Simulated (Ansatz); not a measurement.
# GaP: the cost of one run

Computed with Ansatz 0.2.0 (DFT LDA, scalar-relativistic, plane waves, PAW, unless a step's input says otherwise).

4 further runs of the same task are left out: 4 set aside as unsound or not needed.

## (1) The starting structure

The structure is cubic, space group F-43m (No. 216). The conventional cell has a = 5.391 Å, b = 5.391 Å, c = 5.391 Å, α = 90.00°, β = 90.00°, γ = 90.00°. Around Ga (site symmetry -43m) lie 4 P at 2.33 Å. P (site symmetry -43m) has 4 Ga at 2.33 Å as nearest neighbours.

Coordinates:

```cif
data_structure
_symmetry_space_group_name_H-M 'F-43m'
_symmetry_Int_Tables_number 216
_cell_length_a 5.3913
_cell_length_b 5.3913
_cell_length_c 5.3913
_cell_angle_alpha 90.000
_cell_angle_beta 90.000
_cell_angle_gamma 90.000
_cell_volume 156.70
loop_
_atom_site_label
_atom_site_type_symbol
_atom_site_symmetry_multiplicity
_atom_site_Wyckoff_symbol
_atom_site_fract_x
_atom_site_fract_y
_atom_site_fract_z
_atom_site_occupancy
Ga1 Ga 4 a 0.00000 0.00000 0.00000 1
P1 P 4 c 0.25000 0.25000 0.25000 1
```

This cell was relaxed beforehand with the same method: volume 19.59 Å³/atom, gap on the mesh 1.43 eV.

## (2) The cell under 2 GPa

What is minimised here is the enthalpy; the energy can go up as the cell is squeezed.

File input.yaml:

```yaml
crystal:
  lattice:
    - [0.0, 2.6956501129, 2.6956501129]
    - [2.6956501129, 0.0, 2.6956501129]
    - [2.6956501129, 2.6956501129, 0.0]
  atoms:
    - { symbol: Ga, position: [0.0, 0.0, 0.0] }
    - { symbol: P, position: [0.75, 0.75, 0.75] }
basis:
  ecutwfc: 420
kpoints:
  mp_grid: { grid: [8, 8, 8] }
hamiltonian:
  xc: lda
scf:
  occupations: { method: fixed }
output:
  forces: true
  stress: true
  eigenvalues: true
relax:
  adjacent_minimum: "off"
  f_tol: 0.001
  max_steps: 60
  cell: { stress_tol: 0.02, p_target: 2.0 }
```

Launch:

```bash
$ ansatz run input.yaml --threads 1 --pin off --max-ram 3072MiB --backend cpu --events-out ev --progress --plain --runs-dir out
```

What time and memory should one allow on 1 thread of AMD EPYC 9R45 (Zen 5), shared host?

About 2.8 s, with a peak of 0.37 GiB.
